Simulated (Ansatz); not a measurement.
# CH7BSSi: up Jacob's ladder to CCSD(T)

An exercise on one series of results from a longer session: the logs are not shown, and one member is left open.

Computed with Ansatz 0.2.0, Gaussian basis. Level: functionals in def2-TZVPP, the program's frozen cores in correlated methods.

Plan: LDA (SPW92), PBE-D4, revPBE-D4, BLYP-D4, r2SCAN-D4, B97M-V, PBE0-D4, B3LYP-D4, r2SCANh-D4, r2SCAN0-D4, HSE06-D4, BHLYP-D4, CAM-B3LYP-D4, LC-ωPBE, ωB97X-V, ωB97M-V, B2PLYP, PBE-QIDH; CCSD(T)/def2-SVP; CCSD(T)/def2-TZVPP; MP2/def2-QZVPP; extrapolation to the limit; RPA on PBE.

## The relaxed structure

All runs share one geometry, relaxed beforehand with PBE0-D4 in a triple-zeta def2 set.

SMILES `BS[SiH2]C`, 11 atoms, charge 0, spin multiplicity 1.

Atoms are counted from 1 here; the program's logs count them from 0.

Bond lengths: B1–S2 1.773 Å, B1–H5 1.195 Å, B1–H6 1.193 Å, S2–Si3 2.163 Å, Si3–C4 1.863 Å, Si3–H7 1.485 Å, Si3–H8 1.485 Å, C4–H9 1.093 Å, C4–H10 1.092 Å, C4–H11 1.092 Å. Angles: S2–B1–H5 121.3°, S2–B1–H6 117.1°, H5–B1–H6 121.6°, B1–S2–Si3 100.0°, S2–Si3–C4 108.1°, S2–Si3–H7 108.5°, S2–Si3–H8 108.5°, C4–Si3–H7 111.3°, C4–Si3–H8 111.3°, H7–Si3–H8 109.0°, Si3–C4–H9 110.3°, Si3–C4–H10 110.8°, Si3–C4–H11 110.9°, H9–C4–H10 108.2°, H9–C4–H11 108.2°, H10–C4–H11 108.3°.

Set-up of the first run:

in.yaml

```yaml
crystal:
  periodic: [false, false, false]
  atoms:
    - {symbol: B, position_ang: [-0.964231, 2.311847, 0.706746]}
    - {symbol: S, position_ang: [0.274441, 1.542013, -0.302194]}
    - {symbol: Si, position_ang: [-0.117508, -0.538332, 0.140915]}
    - {symbol: C, position_ang: [1.082331, -1.573729, -0.838101]}
    - {symbol: H, position_ang: [-1.712024, 1.663369, 1.375608]}
    - {symbol: H, position_ang: [-1.016560, 3.503087, 0.686931]}
    - {symbol: H, position_ang: [0.052908, -0.750481, 1.600779]}
    - {symbol: H, position_ang: [-1.522369, -0.843062, -0.231329]}
    - {symbol: H, position_ang: [0.915346, -2.635738, -0.641253]}
    - {symbol: H, position_ang: [0.959843, -1.401707, -1.909643]}
    - {symbol: H, position_ang: [2.113122, -1.334369, -0.567958]}
basis:
  gaussian: {orbitals: def2-TZVPP}
hamiltonian: {xc: lda}
output: {orbitals: {seedname: orbitals}}
```

On the command line:

```bash
$ ansatz run in.yaml --threads 2 --pin off --events-out ev --progress --plain --max-ram 4352MiB
```

Among the steps run: LDA; PBE-D4 (GGA); revPBE-D4 (GGA); BLYP-D4 (GGA); r2SCAN-D4 (meta-GGA); B97M-V (meta-GGA); PBE0-D4 (hybrid); B3LYP-D4 (hybrid); r2SCANh-D4 (hybrid); r2SCAN0-D4 (hybrid); HSE06-D4 (hybrid); BHLYP-D4 (hybrid); CAM-B3LYP-D4 (range-separated); LC-ωPBE (range-separated); ωB97X-V (range-separated); ωB97M-V (range-separated); B2PLYP (double hybrid); PBE-QIDH (double hybrid).

One of the session's tables, all rows but one given; the rest of the session is left out.

It belongs to the step «Frontier levels by functional». 

| functional | HOMO (eV) | LUMO (eV) | gap (eV) |
| --- | --- | --- | --- |
| LDA (SPW92) | -7.06 | -2.59 | 4.48 |
| PBE-D4 | -6.95 | -2.34 | 4.61 |
| revPBE-D4 | -6.90 | -2.24 | 4.67 |
| BLYP-D4 | -6.78 | -2.16 | 4.61 |
| r2SCAN-D4 | -7.20 | -2.03 | 5.16 |
| B97M-V | -7.29 | -2.10 | 5.18 |
| PBE0-D4 | -8.06 | -1.40 | 6.67 |
| B3LYP-D4 | -7.82 | -1.58 | 6.24 |
| r2SCANh-D4 | -7.61 | -1.70 | 5.91 |
| r2SCAN0-D4 | -8.23 | -1.22 | 7.01 |
| HSE06-D4 | -7.66 | -1.78 | 5.89 |
| BHLYP-D4 | -9.02 | -0.37 | 8.66 |
| CAM-B3LYP-D4 | -9.33 | -0.29 | 9.04 |
| LC-ωPBE | -10.70 | 0.83 | 11.53 |
| ωB97X-V | ? | ? | ? |
| ωB97M-V | -10.21 | 0.53 | 10.74 |

Q: Estimate the row for ωB97X-V from the others.

As computed: HOMO (eV): -10.35; LUMO (eV): 0.75; gap (eV): 11.11. In the column «HOMO (eV)» it lies between LC-ωPBE (-10.70) and ωB97M-V (-10.21).
